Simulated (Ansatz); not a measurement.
## CH5FSeSi, SMILES C[SiH](F)[SeH]: a rigid scan of one bond length

Computed with Ansatz 0.2.0 through its Python package.

`ch5fsesi.py`
```python
# -*- coding: utf-8 -*-
"""Stretching a bond of CH5FSeSi, the rest held rigid."""

import ansatz as az
from ase import Atoms
import numpy as np


def main():
    atoms = Atoms(["C", "Si", "F", "Se", "H", "H", "H", "H", "H"], positions=[
        (0.036, 0.5396, -1.0136),
        (0.3743, -0.7045, 0.2686),
        (1.7545, -0.2648, 1.0728),
        (-1.276, -0.8219, 1.7476),
        (-0.9383, 0.2913, -1.5795),
        (-0.157, 1.5854, -0.5373),
        (0.8543, 0.6514, -1.7432),
        (0.6079, -1.9901, -0.3857),
        (-1.1672, 0.6673, 2.1533),
    ])
    geometry = az.Crystal.molecule_from_ase(atoms)

    symbols = [site.symbol for site in geometry.cartesian_sites]
    start = np.array([site.position_ang for site in geometry.cartesian_sites])
    axis = (start[8] - start[3]) / np.linalg.norm(start[8] - start[3])
    moving = [8]
    lengths, energies = [1.362, 1.424, 1.485, 1.547, 1.609, 1.671, 1.733, 1.826], []
    for length in lengths:
        xyz = start.copy()
        xyz[moving] += (length - np.linalg.norm(start[8] - start[3])) * axis
        point = az.Crystal.molecule()
        for symbol, xyz in zip(symbols, xyz):
            point = point.atom(symbol, xyz.tolist())
        calc = (
            point.calculation()
            .basis(gaussian="def2-SVP")
            .correlation("MP2")
        )
        rep = calc.run(threads=1).report
        energies.append(rep["free_energy_ev"])
        print(f"r = {length:6.3f} A  E = {energies[-1]:.5f} eV  <S^2> = {abs(rep['mean_field']['state']['spin_squared']):.3f}")

    # quartic fit about the minimum
    fit = np.polynomial.Polynomial.fit(lengths, np.array(energies) - min(energies), 4).convert()
    roots = [r.real for r in fit.deriv().roots() if abs(r.imag) < 1e-9 and fit.deriv(2)(r.real) > 0]
    r_e = min(roots, key=lambda r: abs(r - lengths[int(np.argmin(energies))]))
    print(f"minimum of the fit at {r_e:.4f} A, force constant {fit.deriv(2)(r_e):.2f} eV/A^2")


if __name__ == "__main__":
    main()
```

```console
$ python ch5fsesi.py
r =  1.362 A  E = -76987.80817 eV  <S^2> = 0.000
r =  1.424 A  E = -76987.91927 eV  <S^2> = 0.000
r =  1.485 A  E = -76987.92378 eV  <S^2> = 0.000
r =  1.547 A  E = -76987.84937 eV  <S^2> = 0.000
r =  1.609 A  E = -76987.71678 eV  <S^2> = 0.000
r =  1.671 A  E = -76987.54267 eV  <S^2> = 0.000
r =  1.733 A  E = -76987.33990 eV  <S^2> = 0.000
r =  1.826 A  E = -76987.00305 eV  <S^2> = 0.000
minimum of the fit at 1.4573 A, force constant 23.72 eV/A^2
```

Notes:
- Total energies depend on the basis set; only differences at equal settings carry meaning.
- The rest of the molecule is held rigid at a force-field or estimated start geometry, and the basis set is modest; single-reference methods fail as a bond breaks.
- The orbitals are restricted, so S² is zero by construction.
- S² is that of the Hartree-Fock reference.
- Finished in 27 s on 1 thread of Intel(R) Xeon(R) Platinum 8259CL CPU @ 2.50GHz (Skylake/Cascade Lake) (shared host), peak memory 0.28 GiB.

(A comment or docstring line of the script was reworded after the run, the code is as it ran; lines on the test bed's own set-up are left out of the output.)
